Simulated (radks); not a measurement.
# Ca²⁺ in [Ar]: an all-electron calculation

One table from this session's results is given with a row withheld; the runs are named, their logs left out.

Program: radks (a radial shooting solver on a logarithmic mesh, Libxc functionals) version 1. Level of theory: scalar-relativistic Kohn-Sham, LDA (Slater exchange, Perdew-Wang correlation), spin-polarised, spherical densities, finite nucleus. These are calculated values, not measurements, unless marked.

## The system

| Item | Value |
| --- | --- |
| element | calcium (Z = 20) |
| charge | +2 |
| electrons | 18 |
| configuration | [Ar] |
| nuclear rms radius | 3.4776 fm |

Outer shells as boxes (Hund's rule):

Ca²⁺
```
[Ne] core
3s [↑↓]
3p [↑↓][↑↓][↑↓]
```

Set-up of the first run:

The run's settings:

```text
Z 20
configuration [Ar] 4s0 3d0
relativity scalar-relativistic
functional lda,pw
spin polarised
nucleus finite rms 3.4776 fm
c 137.035999084
```

One table of the session follows, with a row left open; its other results are not shown here.

It belongs to the step «Orbitals and density». Radial moments (bohr):

```
level      <r>  outermost maximum (interpolated)  90 % within  nodes
   1s  0.07702                            0.0504        0.138      0
   2s   0.3655                             0.301        0.569      1
   2p   0.3283                             0.247        0.542      0
   3s    1.153                             0.992         1.73      2
   3p    1.258                              1.04         1.94      1
   3d    1.718                              1.21         2.89      0
   4s        ?                                 ?            ?      ?
```

**Question.** Estimate the row for 4s.

**Answer.** <r>: 3.190; outermost maximum (interpolated): 2.85; 90 % within: 4.65; nodes: 3. In the column «<r>» it is the highest.
